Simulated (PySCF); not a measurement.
# CH2BrF (Bromofluoromethane): the cost of one run

Computed with PySCF 2.14.0 and routines of our own; the level stands in each step. Atoms count from 0.

## 1. The system as given

5 atoms, charge 0, multiplicity 1; geometry from: GFN2-xTB.

## 2. Geometry optimisation at PBE0-D3(BJ)/def2-SVP

Job settings and geometry (Å):

```
{"job": {"xc": "PBE0", "basis": "def2-SVP", "d3": "d3bj", "grid": 1, "maxiter": 30, "shake": 0.01, "kind": "geom"}, "charge": 0, "multiplicity": 1}
F     -0.777310     1.017850    -0.354980
C     -0.155900    -0.076670     0.014960
Br     1.753020     0.219880    -0.044780
H     -0.394520    -0.313400     1.042290
H     -0.391710    -0.881630    -0.695370
```

Started as:

```bash
> OMP_NUM_THREADS=1 python heavy_run.py task.json out
```

This one command runs all jobs of the session in turn.

Q: Estimate the wall time and peak memory of this first job on 1 thread of Intel Xeon Platinum 8375C at 2.90GHz, shared host.

About 8.7 s, with a peak of 0.31 GiB.
